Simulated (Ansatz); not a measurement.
**C₃H₉BS: up Jacob's ladder to CCSD(T)**

One table from this session's results is given with a row withheld; the runs are named, their logs left out.

Method: functionals in def2-TZVPP, the program's frozen cores in correlated methods; program: Ansatz 0.2.0, Gaussian basis.

Plan: LDA (SPW92), PBE-D4, revPBE-D4, BLYP-D4, r2SCAN-D4, B97M-V, PBE0-D4, B3LYP-D4, r2SCANh-D4, r2SCAN0-D4, HSE06-D4, BHLYP-D4, CAM-B3LYP-D4, LC-ωPBE, ωB97X-V, ωB97M-V, B2PLYP, PBE-QIDH; CCSD(T)/def2-SVP; CCSD(T)/def2-TZVPP; MP2/def2-QZVPP; extrapolation to the limit; RPA on PBE.

## The geometry

An earlier PBE0-D4 in a triple-zeta def2 set relaxation fixed the geometry.

SMILES `CBCSC`, 14 atoms, charge 0, spin multiplicity 1.

Atoms are counted from 1 here; the program's logs count them from 0.

Bond lengths: C1–B2 1.551 Å, C1–H6 1.091 Å, C1–H7 1.093 Å, C1–H8 1.103 Å, B2–C3 1.564 Å, B2–H9 1.203 Å, C3–S4 1.796 Å, C3–H10 1.099 Å, C3–H11 1.101 Å, S4–C5 1.796 Å, C5–H12 1.091 Å, C5–H13 1.092 Å, C5–H14 1.092 Å. Angles: B2–C1–H6 114.4°, B2–C1–H7 114.4°, B2–C1–H8 104.9°, H6–C1–H7 110.3°, H6–C1–H8 106.2°, H7–C1–H8 105.7°, C1–B2–C3 124.6°, C1–B2–H9 120.1°, C3–B2–H9 115.2°, B2–C3–S4 115.7°, B2–C3–H10 108.5°, B2–C3–H11 106.4°, S4–C3–H10 110.5°, S4–C3–H11 110.2°, H10–C3–H11 105.0°, C3–S4–C5 100.2°, S4–C5–H12 107.3°, S4–C5–H13 111.2° and more.

Set-up of the first run:

File in.yaml:

```yaml
crystal:
  periodic: [false, false, false]
  atoms:
    - {symbol: C, position_ang: [-1.896142, 0.854593, 1.215021]}
    - {symbol: B, position_ang: [-0.735445, 1.395520, 0.339176]}
    - {symbol: C, position_ang: [0.375624, 0.507502, -0.311070]}
    - {symbol: S, position_ang: [0.223728, -1.260013, -0.031190]}
    - {symbol: C, position_ang: [1.683856, -1.846215, -0.897035]}
    - {symbol: H, position_ang: [-2.330984, 1.590527, 1.892852]}
    - {symbol: H, position_ang: [-1.663045, -0.066326, 1.754870]}
    - {symbol: H, position_ang: [-2.691422, 0.587125, 0.499464]}
    - {symbol: H, position_ang: [-0.668462, 2.569247, 0.084750]}
    - {symbol: H, position_ang: [0.409302, 0.724167, -1.387499]}
    - {symbol: H, position_ang: [1.336518, 0.873605, 0.082869]}
    - {symbol: H, position_ang: [1.704203, -2.932393, -0.800520]}
    - {symbol: H, position_ang: [2.595058, -1.437538, -0.455371]}
    - {symbol: H, position_ang: [1.644109, -1.589201, -1.957517]}
basis:
  gaussian: {orbitals: def2-TZVPP}
hamiltonian: {xc: lda}
output: {orbitals: {seedname: orbitals}}
```

Steps of the session up to this table: LDA; PBE-D4 (GGA); revPBE-D4 (GGA); BLYP-D4 (GGA); r2SCAN-D4 (meta-GGA); B97M-V (meta-GGA); PBE0-D4 (hybrid); B3LYP-D4 (hybrid); r2SCANh-D4 (hybrid); r2SCAN0-D4 (hybrid); HSE06-D4 (hybrid); BHLYP-D4 (hybrid); CAM-B3LYP-D4 (range-separated); LC-ωPBE (range-separated); ωB97X-V (range-separated); ωB97M-V (range-separated); B2PLYP (double hybrid); PBE-QIDH (double hybrid).

One of the session's tables, all rows but one given; the rest of the session is left out.

It belongs to the step «Orbital energies across the functionals». 

| functional | HOMO (eV) | gap (eV) |
| --- | --- | --- |
| LDA (SPW92) | -5.10 | 3.00 |
| PBE-D4 | -5.01 | 3.16 |
| revPBE-D4 | -4.96 | 3.23 |
| BLYP-D4 | -4.87 | 3.17 |
| r2SCAN-D4 | -5.23 | 3.80 |
| B97M-V | ? | ? |
| PBE0-D4 | -6.22 | 5.40 |
| B3LYP-D4 | -6.00 | 4.95 |
| r2SCANh-D4 | -5.68 | 4.60 |
| r2SCAN0-D4 | -6.36 | 5.79 |
| HSE06-D4 | -5.82 | 4.61 |
| BHLYP-D4 | -7.32 | 7.57 |
| CAM-B3LYP-D4 | -7.56 | 7.86 |
| LC-ωPBE | -8.95 | 10.47 |
| ωB97X-V | -8.60 | 10.00 |
| ωB97M-V | -8.45 | 9.58 |

Q: Estimate the row for B97M-V from the others.

The run gave: HOMO (eV): -5.35; gap (eV): 3.87. In the column «HOMO (eV)» it lies between r2SCANh-D4 (-5.68) and r2SCAN-D4 (-5.23).
